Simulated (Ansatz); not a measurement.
# CH2BN: interaction energy of a dimer with the counterpoise correction from a Python script

How strongly do two molecules of CH2BN bind, and how much of that is basis error? A script is to give the interaction energy of a dimer with the counterpoise correction; the system is CH2BN. SMILES: BC#N.

All numbers are computed with the Python package of Ansatz 0.2.0. Level of theory: MP2/def2-SVP.

## Step 1: The structure

Bond lengths: B1–C2 1.476 Å, C2–N3 1.136 Å, B1–H4 1.172 Å, B1–H5 1.206 Å. Angles: B1–C2–N3 179.0°, C2–B1–H4 122.6°, C2–B1–H5 122.6°, H4–B1–H5 114.7°.

The script holds or builds the structure itself.

## Step 2: The code

File dimer_ch2bn.py:

```python
"""Binding of a CH2BN dimer at a trial geometry."""

import ansatz as az

BASIS_SET = "def2-SVP"
LEVEL = "mp2"

FIRST = [
    ("B", (-0.198, 0.4178, -0.3181)),
    ("C", (0.3449, -0.6824, 0.5018)),
    ("N", (0.7647, -1.5398, 1.1171)),
    ("H", (-0.7484, 0.2346, -1.3366)),
    ("H", (-0.1634, 1.5697, 0.0359)),
]
SECOND = [
    ("B", (-1.7828, -3.0589, 1.4817)),
    ("C", (-2.2044, -1.7127, 1.049)),
    ("N", (-2.524, -0.6809, 0.6979)),
    ("H", (-0.9682, -3.6797, 0.9116)),
    ("H", (-2.2052, -3.5812, 2.4828)),
]

def energy(atoms, ghosts=()):
    molecule = az.Crystal.molecule()
    for symbol, xyz in atoms:
        molecule = molecule.atom(symbol, xyz)
    calc = (
        molecule.calculation()
        .basis(gaussian=BASIS_SET)
        .correlation(LEVEL)
    )
    deck = calc.input()
    if ghosts:
        deck = deck.set(az.key.basis.gaussian.ghost_atoms, [{"symbol": s, "position_ang": list(xyz)} for s, xyz in ghosts])
    return az.Session.from_dict(deck).plan().execute().report["free_energy_ev"]

# ghost atoms carry the functions of the partner
both = energy(FIRST + SECOND)
alone = energy(FIRST) + energy(SECOND)
ghosted = energy(FIRST, SECOND) + energy(SECOND, FIRST)
print(f"dimer {both:.6f} eV")
print(f"interaction, uncorrected   {96.485332 * (both - alone):8.3f} kJ/mol")
print(f"interaction, counterpoise  {96.485332 * (both - ghosted):8.3f} kJ/mol")
print(f"basis-set superposition    {96.485332 * (alone - ghosted):8.3f} kJ/mol")
```

## Step 3: What the engine is handed

The package turns the script's settings into the engine's input (first run):

```yaml
crystal:
  periodic: [false, false, false]
  atoms:
    - { symbol: B, position_ang: [-0.198, 0.4178, -0.3181] }
    - { symbol: C, position_ang: [0.3449, -0.6824, 0.5018] }
    - { symbol: "N", position_ang: [0.7647, -1.5398, 1.1171] }
    - { symbol: H, position_ang: [-0.7484, 0.2346, -1.3366] }
    - { symbol: H, position_ang: [-0.1634, 1.5697, 0.0359] }
    - { symbol: B, position_ang: [-1.7828, -3.0589, 1.4817] }
    - { symbol: C, position_ang: [-2.2044, -1.7127, 1.049] }
    - { symbol: "N", position_ang: [-2.524, -0.6809, 0.6979] }
    - { symbol: H, position_ang: [-0.9682, -3.6797, 0.9116] }
    - { symbol: H, position_ang: [-2.2052, -3.5812, 2.4828] }
basis:
  gaussian:
    orbitals: def2-SVP
correlation:
  method: mp2
```

## Step 4: The run

The run is started by

```bash
$ python dimer_ch2bn.py
```

What it wrote:

```text
dimer -6443.702286 eV
interaction, uncorrected    -10.891 kJ/mol
interaction, counterpoise     2.144 kJ/mol
basis-set superposition      13.036 kJ/mol
```

Wall time 4.1 s (1 thread of AMD EPYC 7R13 (Zen 3), shared host); peak memory 0.23 GiB.

## Step 5: What changed from run to run

The engine's inputs for some of the other runs:

Run 2, against run 1:

```diff
@@ -9,5 +8,0 @@
-    - { symbol: B, position_ang: [-1.7828, -3.0589, 1.4817] }
-    - { symbol: C, position_ang: [-2.2044, -1.7127, 1.049] }
-    - { symbol: "N", position_ang: [-2.524, -0.6809, 0.6979] }
-    - { symbol: H, position_ang: [-0.9682, -3.6797, 0.9116] }
-    - { symbol: H, position_ang: [-2.2052, -3.5812, 2.4828] }
```

Run 4, against run 1:

```diff
@@ -9,5 +8,0 @@
-    - { symbol: B, position_ang: [-1.7828, -3.0589, 1.4817] }
-    - { symbol: C, position_ang: [-2.2044, -1.7127, 1.049] }
-    - { symbol: "N", position_ang: [-2.524, -0.6809, 0.6979] }
-    - { symbol: H, position_ang: [-0.9682, -3.6797, 0.9116] }
-    - { symbol: H, position_ang: [-2.2052, -3.5812, 2.4828] }
@@ -16,0 +12,6 @@
+    ghost_atoms:
+      - { symbol: B, position_ang: [-1.7828, -3.0589, 1.4817] }
+      - { symbol: C, position_ang: [-2.2044, -1.7127, 1.049] }
+      - { symbol: "N", position_ang: [-2.524, -0.6809, 0.6979] }
+      - { symbol: H, position_ang: [-0.9682, -3.6797, 0.9116] }
+      - { symbol: H, position_ang: [-2.2052, -3.5812, 2.4828] }
```

Run 5, against run 1:

```diff
@@ -4,5 +3,0 @@
-    - { symbol: B, position_ang: [-0.198, 0.4178, -0.3181] }
-    - { symbol: C, position_ang: [0.3449, -0.6824, 0.5018] }
-    - { symbol: "N", position_ang: [0.7647, -1.5398, 1.1171] }
-    - { symbol: H, position_ang: [-0.7484, 0.2346, -1.3366] }
-    - { symbol: H, position_ang: [-0.1634, 1.5697, 0.0359] }
@@ -16,0 +12,6 @@
+    ghost_atoms:
+      - { symbol: B, position_ang: [-0.198, 0.4178, -0.3181] }
+      - { symbol: C, position_ang: [0.3449, -0.6824, 0.5018] }
+      - { symbol: "N", position_ang: [0.7647, -1.5398, 1.1171] }
+      - { symbol: H, position_ang: [-0.7484, 0.2346, -1.3366] }
+      - { symbol: H, position_ang: [-0.1634, 1.5697, 0.0359] }
```

Lines on the test bed's own set-up are left out of the output.

## Step 6: The engine's runs

From the records of these 5 runs:

```
run    system  ghost atoms  energy (eV)  iterations in all  CPU time (s)
  1  C2H4B2N2      not set   -6443.7023                 11           1.5
  2     CH2BN      not set   -3221.7947                 11          0.21
  3     CH2BN      not set   -3221.7947                 11          0.22
  4     CH2BN  a list of 5   -3221.8563                 11           0.8
  5     CH2BN  a list of 5   -3221.8682                 11          0.87
```

Totals carry meaning only in balanced differences at one level of theory.

## Step 7: What came out

```
                        quantity           value
 interaction energy, uncorrected  -10.891 kJ/mol
interaction energy, counterpoise    2.144 kJ/mol
                   runs compared               5
```

In words: The counterpoise correction turns the binding into repulsion: what looked like attraction was the basis set's error. Uncorrected it is -10.891 kJ/mol, with the counterpoise correction 2.144 kJ/mol; the difference, 13.04 kJ/mol, is the superposition error. The sign changes with the correction, so this basis doesn't settle it. The dimer is a generated trial pose of unrelaxed monomers, not a minimum, so the figure is no binding energy, and the basis set is small.
